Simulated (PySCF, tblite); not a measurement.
# CH₂BF₂O₂Si radical: geometry, infrared bands and EPR parameters

Aim: predict the infrared bands and EPR parameters of CH₂BF₂O₂Si radical (`O=[C]O[SiH2]B(F)F`).

The runs use tblite 0.8.0 and PySCF 2.14.0, with density-fitted response routines of our own; the level of theory stands in each step. All values are computed, except where a source is named. Atoms are numbered from 0 throughout.

### 1 The starting structure

9 atoms, charge 0, multiplicity 2; geometry from: force field or distance geometry start.

Bonds of the start (Å): O0–C1 1.26, C1–O2 1.41, O2–Si3 1.73, Si3–B4 1.93, B4–F5 1.44, B4–F6 1.44, Si3–H7 1.48, Si3–H8 1.48.

### 2 Optimising the geometry with GFN2-xTB

What the job is given:

```
{"job": {"kind": "relax", "xc": "GFN2-xTB", "basis": "xTB"}, "charge": 0, "multiplicity": 2}
O     -2.940000    -0.612200    -0.266000
C     -2.446400     0.429300    -0.786900
O     -1.070600     0.705000    -0.653800
Si     0.034400    -0.317500     0.191700
B      1.813300     0.440200     0.128500
F      2.888300    -0.299000    -0.492700
F      2.059800     1.758400     0.665900
H     -0.378200    -0.437600     1.609000
H      0.052900    -1.660500    -0.420900
```

Launch:

```bash
OMP_NUM_THREADS=1 python probes_run.py task.json out
```

The driver reads the jobs from task.json and runs them one after another.

The log of the run:

```text
step      E/eV     max force
  0    -645.74388    6.433
  1    -646.47969    7.975
  2    -646.84226    2.898
  3    -646.95828    0.970
  4    -647.03590    0.790
  5    -647.07868    0.479
  6    -647.09036    0.340
  7    -647.10479    0.431
  8    -647.11574    0.442
  9    -647.12480    0.353
 10    -647.12935    0.207
 11    -647.13290    0.175
 12    -647.13610    0.165
 13    -647.13926    0.200
 14    -647.14150    0.140
 15    -647.14262    0.115
 16    -647.14349    0.090
 17    -647.14462    0.110
 18    -647.14583    0.137
 19    -647.14714    0.144
 20    -647.14862    0.143
 21    -647.15012    0.150
 22    -647.15174    0.144
 23    -647.15350    0.130
 24    -647.15507    0.108
 25    -647.15643    0.121
 26    -647.15789    0.123
 27    -647.15950    0.177
 28    -647.16095    0.193
 29    -647.16200    0.135
 30    -647.16261    0.064
 31    -647.16285    0.038
 32    -647.16298    0.037
 33    -647.16312    0.051
 34    -647.16331    0.066
 35    -647.16352    0.053
 36    -647.16368    0.033
 37    -647.16374    0.025
 38    -647.16386    0.036
 39    -647.16398    0.046
 40    -647.16409    0.037
 41    -647.16415    0.020
 42    -647.16418    0.025
 43    -647.16423    0.032
 44    -647.16431    0.050
 45    -647.16442    0.058
 46    -647.16451    0.043
 47    -647.16455    0.018
 48    -647.16458    0.014
 49    -647.16459    0.017
 50    -647.16462    0.024
 51    -647.16466    0.029
 52    -647.16473    0.033
 53    -647.16485    0.039
 54    -647.16497    0.032
 55    -647.16507    0.035
 56    -647.16513    0.031
 57    -647.16520    0.028
 58    -647.16530    0.032
 59    -647.16540    0.028
 60    -647.16547    0.027
 61    -647.16553    0.031
 62    -647.16564    0.044
 63    -647.16588    0.076
 64    -647.16632    0.109
 65    -647.16691    0.108
 66    -647.16724    0.079
 67    -647.16623    0.489
 68    -647.16782    0.038
 69    -647.16795    0.032
 70    -647.16817    0.153
 71    -647.16832    0.107
 72    -647.16864    0.098
 73    -647.16873    0.067
 74    -647.16889    0.028
 75    -647.16893    0.080
 76    -647.16898    0.034
 77    -647.16903    0.022
 78    -647.16905    0.029
 79    -647.16906    0.011
 80    -647.16907    0.010
 81    -647.16907    0.007
```

Run time: 0.38 s. Hardware: 1 thread of INTEL XEON PLATINUM 8581C at 2.10GHz, shared host.

Step by step: (not every step is listed)

```
step  energy from step 0 (eV)  largest force (eV/Å)
   0                   0.0000                6.4333
   1                  -0.7358                7.9749
   2                  -1.0984                2.8985
   3                  -1.2144                0.9702
   4                  -1.2920                0.7895
   5                  -1.3348                0.4790
   6                  -1.3465                0.3403
   7                  -1.3609                0.4314
   8                  -1.3719                0.4424
  14                  -1.3976                0.1400
  20                  -1.4047                0.1426
  26                  -1.4140                0.1229
  32                  -1.4191                0.0369
  38                  -1.4200                0.0356
  44                  -1.4204                0.0500
  50                  -1.4207                0.0237
  56                  -1.4212                0.0312
  62                  -1.4218                0.0443
  68                  -1.4239                0.0384
  74                  -1.4250                0.0277
  76                  -1.4251                0.0337
  77                  -1.4252                0.0215
  78                  -1.4252                0.0292
  79                  -1.4252                0.0108
  80                  -1.4252                0.0102
  81                  -1.4252                0.0066
```

Distances of close pairs at the start and the end, largest changes first:

```
  bond  before (Å)  after (Å)  change (Å)
 C1–O2       1.409      1.256      -0.153
 B4–F5       1.445      1.322      -0.123
 B4–F6       1.445      1.322      -0.122
 O0–C1       1.265      1.185      -0.080
O2–Si3       1.727      1.763      +0.037
Si3–B4       1.935      1.961      +0.027
Si3–H7       1.481      1.463      -0.018
Si3–H8       1.476      1.464      -0.013
```

The next job starts from the end point, and lists it.

### 3 Harmonic vibrations with GFN2-xTB

What the job is given:

```
{"job": {"kind": "ir", "xc": "GFN2-xTB", "basis": "xTB"}, "charge": 0, "multiplicity": 2}
O     -3.152885    -0.170079    -0.278795
C     -2.233145     0.304938    -0.855092
O     -0.980089     0.352097    -0.781199
Si     0.131132    -0.475542     0.309440
B      1.808823     0.518403     0.101137
F      2.734767     0.214528    -0.792719
F      2.168394     1.538231     0.862404
H     -0.539841    -0.429599     1.608470
H      0.076406    -1.846982    -0.198825
```

The log of the run:

```text
mode    cm-1     km/mol
  1     -13.1      2.83
  2      22.1      0.27
  3      78.2      6.05
  4     118.3      4.98
  5     182.9      1.97
  6     276.8     61.67
  7     334.3      5.00
  8     365.7     36.47
  9     442.3     31.01
 10     476.9     80.25
 11     553.6    105.45
 12     590.7     11.88
 13     604.6     28.82
 14     716.0     66.85
 15     796.9    220.86
 16    1083.3    722.99
 17    1222.3    294.32
 18    1225.4    304.05
 19    1954.0    982.39
 20    2272.8    382.55
 21    2292.1    107.62
```

It took 0.22 s on 1 thread of INTEL XEON PLATINUM 8581C at 2.10GHz, shared host.

The strongest bands and the atoms that carry them (share of the mass-weighted mode):

```
cm⁻¹  km/mol                               atoms
 554   105.5                    C1 39 %, H7 18 %
 797   220.9                    H7 47 %, H8 46 %
1083   723.0  O2 42 %, O0 23 %, C1 17 %, B4 10 %
1222   294.3           B4 71 %, F6 15 %, F5 14 %
1225   304.1           B4 59 %, F5 12 %, F6 12 %
1954   982.4                    C1 66 %, O0 31 %
2273   382.6                    H8 65 %, H7 31 %
2292   107.6                    H7 66 %, H8 31 %
```

### 4 g tensor and hyperfine couplings: B3LYP/pcH-1

Settings changed since step 3:

```diff
@@ -1,2 +1,2 @@
-{"job": {"kind": "ir", "xc": "GFN2-xTB", "basis": "xTB"}, "charge": 0, "multiplicity": 2}
+{"job": {"kind": "epr", "basis": "pcH-1"}, "charge": 0, "multiplicity": 2}
 O     -3.152885    -0.170079    -0.278795
```

With the program's defaults for keys left out, this is: UKS B3LYP, pcH-1 on B C F H O Si, non-relativistic, mean-field spin-orbit, GIAO.

The log of the run:

```text
UKS, coarse grid
  cycle   1  E = -703.69790318  |g| = 7.87e-01
  cycle   2  E = -703.02971083  |g| = 1.56e+00
  cycle   3  E = -703.86094769  |g| = 3.40e-01
  cycle   4  E = -703.90163675  |g| = 6.45e-02
  cycle   5  E = -703.90293297  |g| = 1.99e-02
  cycle   6  E = -703.90305373  |g| = 9.05e-03
  cycle   7  E = -703.90308147  |g| = 2.07e-03
  cycle   8  E = -703.90308309  |g| = 8.91e-04
UKS, final grid
  cycle   1  E = -703.90310607  |g| = 1.50e-03
  cycle   2  E = -703.90310363  |g| = 2.98e-03
  cycle   3  E = -703.90310694  |g| = 4.69e-04
  cycle   4  E = -703.90310703  |g| = 7.11e-05
  cycle   5  E = -703.90310703  |g| = 3.02e-05
  cycle   6  E = -703.90310703  |g| = 1.18e-05
E = -703.90310703 Eh   <S^2> = 0.7531 (exact 0.7500)
g shifts (ppm)      1          2          3
  rmc          -233       -233       -233
  gc             47          8       -113
  oz_so       -3824       -127       2113
  total       -4010       -352       1766
hyperfine (MHz)  atom isotope    a_iso     a_fc   dipolar eigenvalues
    0   17O     -67.17     -67.33    -82.20     36.35     45.85
    1   13C     538.74     539.04    -49.51    -41.35     90.86
    2   17O    -318.48    -318.55    -14.19      5.34      8.85
    3  29Si     -61.98     -62.19    -33.40     16.61     16.79
    4   11B      -2.56      -2.55     -1.24     -0.55      1.79
    5   19F       3.64       3.66     -6.59     -5.86     12.45
    6   19F       3.52       3.55     -6.36     -5.83     12.19
    7    1H      -3.04      -3.05     -3.40      0.07      3.33
    8    1H      -5.99      -6.00     -3.08     -0.26      3.34
```

It took 35 s on 1 thread of INTEL XEON PLATINUM 8581C at 2.10GHz, shared host; peak memory 0.75 GiB.

Principal g values 1.99831, 2.00197, 2.00409; g(iso) = 2.00145, against 2.00232 for a free electron.

Hyperfine couplings; where a row names several nuclei, a(iso) is their mean (it holds for fast rotation or exchange) and the dipolar term the largest among them:

```
nuclei  isotope  a(iso) (MHz)  a(iso) (G, at g = 2.0023)  largest dipolar term (MHz)
    C1      13C         538.7                      192.2                        90.9
    O2      17O        -318.5                     -113.6                       -14.2
    O0      17O         -67.2                      -24.0                       -82.2
   Si3     29Si         -62.0                      -22.1                       -33.4
H7, H8       1H          -4.5                       -1.6                        -3.4
F5, F6      19F           3.6                        1.3                        12.5
    B4      11B          -2.6                       -0.9                         1.8
```

Mulliken spin populations:

```csv
atom,value (e)
O0,0.16
C1,0.66
O2,0.01
Si3,0.17
B4,0.01
F5,0.00
F6,0.00
H7,0.00
H8,-0.01
```

In first order the couplings over 0.8 MHz of 1H, 19F, 11B give 36 distinct lines over 8.5 G, if the averaged nuclei exchange fast; the same motion can average rows kept apart here too.

The fields below are evaluated on a grid from the run's orbitals.

ELF in a plane through or near 3 of the atoms.

Values, 10 rows by 14 columns:
```
0.00 0.00 0.00 0.00 0.00 0.00 0.00 0.00 0.00 0.00 0.00 0.00 0.00 0.00
0.00 0.00 0.00 0.00 0.00 0.00 0.00 0.00 0.00 0.00 0.00 0.00 0.00 0.00
0.00 0.00 0.00 0.01 0.03 0.00 0.00 0.00 0.01 0.20 0.22 0.01 0.00 0.00
0.00 0.00 0.02 0.38 0.52 0.19 0.01 0.33 0.47 0.47 0.43 0.31 0.10 0.00
0.00 0.00 0.00 0.17 0.51 0.19 0.66 0.50 0.76 0.46 0.73 0.88 0.47 0.00
0.00 0.00 0.01 0.10 0.20 0.65 0.21 0.51 0.40 0.11 0.82 0.86 0.29 0.00
0.00 0.00 0.00 0.03 0.09 0.63 0.17 0.12 0.25 0.01 0.30 0.25 0.02 0.00
0.00 0.00 0.00 0.00 0.01 0.06 0.60 0.97 0.64 0.02 0.00 0.00 0.00 0.00
0.00 0.00 0.00 0.00 0.00 0.00 0.11 0.50 0.15 0.00 0.00 0.00 0.00 0.00
0.00 0.00 0.00 0.00 0.00 0.00 0.00 0.00 0.00 0.00 0.00 0.00 0.00 0.00
```
The map spans 11.5 Å across and 8.7 Å up, centred on the molecule. Atoms in the plane (x, y in Å): O0 (3.2, 0.3), Si3 (-0.1, -0.6), B4 (-1.9, 0.2).

On the surface of density 0.002 e/bohr³ the electrostatic potential runs, from the 1st to the 99th percentile, from -1.30 V near O0 to 2.61 V near B4.

The spin density lies nearest to C1 57 %; O0 21 %; O2 10 %; Si3 7 %.

### 5 What came out

| quantity | value |
| --- | --- |
| strongest single infrared mode (GFN2-xTB) | 1954 cm⁻¹, 982 km/mol |
| zero-point energy (GFN2-xTB) | 22.3 kcal/mol |
| g(iso) (B3LYP) | 2.00145 |
| ⟨S²⟩ | 0.753 (exact 0.75) |
| largest a(iso) (averaged by class) | 13C on C1, 538.7 MHz |
| potential on the surface of density 0.002 e/bohr³, 1st and 99th percentile | -1.30 V and 2.61 V |

In words: Relaxing lowered the energy by 1.425 eV in 81 steps; the close pair that moved most is C1–O2, from 1.409 to 1.256 Å. The lowest mode is slightly imaginary (13i cm⁻¹), a soft motion within the noise of the Hessian, so the minimum is not strictly shown. The strongest single mode, at 1954 cm⁻¹, moves mainly C1. Unscaled tight-binding wavenumbers are off by several per cent, some by more. Its intensities can rank the bands wrongly. C1 carries the largest spin population, 0.66 e. The isotropic g lies 0.9 ppt below the free-electron value. The conformer search (at its own cheap level) found a structure 11.9 kcal/mol lower, too far down for a turn about a bond: it may have other bonds, so these spectra needn't be the molecule's.
